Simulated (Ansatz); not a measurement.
# C2H6AlFSi: up Jacob's ladder to CCSD(T)

An exercise on one series of results from a longer session: the logs are not shown, and one member is left open.

Program: Ansatz 0.2.0, Gaussian basis. Level of theory: functionals in def2-TZVPP, the program's frozen cores in correlated methods. These are calculated values, not measurements.

Levels to be run: PBE-D4, r2SCAN-D4, PBE0-D4, B3LYP-D4, ωB97X-V, ωB97M-V, B2PLYP; CCSD(T)/def2-TZVPP; MP2/def2-QZVPP; extrapolation to the limit.

## Structure used throughout

The geometry comes from an earlier relaxation with PBE0-D4 in a triple-zeta def2 set; it is a stationary point, not always the lowest conformer.

SMILES `C=[CH][Al]([F])[SiH3]`, 11 atoms, charge 0, spin multiplicity 1.

Atoms are counted from 1 here; the program's logs count them from 0.

Bond lengths: C1–C2 1.336 Å, C1–H6 1.089 Å, C1–H7 1.088 Å, C2–Al3 1.930 Å, C2–H8 1.089 Å, Al3–F4 1.655 Å, Al3–Si5 2.450 Å, Si5–H9 1.491 Å, Si5–H10 1.491 Å, Si5–H11 1.488 Å. Angles: C2–C1–H6 122.0°, C2–C1–H7 123.1°, H6–C1–H7 114.9°, C1–C2–Al3 118.2°, C1–C2–H8 117.4°, Al3–C2–H8 124.3°, C2–Al3–F4 119.3°, C2–Al3–Si5 122.2°, F4–Al3–Si5 118.5°, Al3–Si5–H9 110.7°, Al3–Si5–H10 110.7°, Al3–Si5–H11 112.4°, H9–Si5–H10 106.9°, H9–Si5–H11 107.9°, H10–Si5–H11 107.9°.

Set-up of the first run:

File in.yaml:

```yaml
crystal:
  periodic: [false, false, false]
  atoms:
    - {symbol: C, position_ang: [-0.001506, -0.742421, 1.895515]}
    - {symbol: C, position_ang: [-0.742333, -1.306604, 0.937902]}
    - {symbol: Al, position_ang: [-0.677421, -0.545057, -0.834657]}
    - {symbol: F, position_ang: [-1.583561, -1.223889, -2.041184]}
    - {symbol: Si, position_ang: [0.707603, 1.404819, -1.367805]}
    - {symbol: H, position_ang: [0.628759, 0.124876, 1.701748]}
    - {symbol: H, position_ang: [0.022011, -1.106580, 2.920913]}
    - {symbol: H, position_ang: [-1.345248, -2.170643, 1.213532]}
    - {symbol: H, position_ang: [0.317988, 2.574153, -0.528077]}
    - {symbol: H, position_ang: [2.144496, 1.126027, -1.081662]}
    - {symbol: H, position_ang: [0.594611, 1.808118, -2.795527]}
basis:
  gaussian: {orbitals: def2-TZVPP}
hamiltonian: {xc: pbe, dispersion: d4}
output: {forces: true, orbitals: {seedname: orbitals}}
```

Command:

```console
ansatz run in.yaml --threads 4 --pin off --events-out ev --progress --plain --max-ram 10444MiB
```

Among the steps run: PBE-D4 (GGA); r2SCAN-D4 (meta-GGA); PBE0-D4 (hybrid); B3LYP-D4 (hybrid); ωB97X-V (range-separated); ωB97M-V (range-separated); B2PLYP (double hybrid); CCSD(T) in def2-TZVPP; MP2 in def2-QZVPP.

One of the session's tables, all rows but one given; the rest of the session is left out.

It belongs to the step «Atomisation energies». 

| method | atomisation energy (kJ/mol) |
| --- | --- |
| PBE-D4 | ? |
| r2SCAN-D4 | 3986.5 |
| PBE0-D4 | 3959.9 |
| B3LYP-D4 | 3970.0 |
| ωB97X-V | 3988.2 |
| ωB97M-V | 3977.3 |
| B2PLYP | 3934.0 |
| HF/def2-TZVPP | 3012.6 |
| MP2/def2-TZVPP | 3933.4 |
| CCSD/def2-TZVPP | 3834.4 |
| CCSD(T)/def2-TZVPP | 3886.4 |
| MP2/CBS | 4032.0 |
| CCSD(T)/CBS | 3985.0 |

Q: Estimate the row for PBE-D4 from the others.

The run gave: atomisation energy (kJ/mol): 4012.4. In the column «atomisation energy (kJ/mol)» it lies between ωB97X-V (3988.2) and MP2/CBS (4032.0).
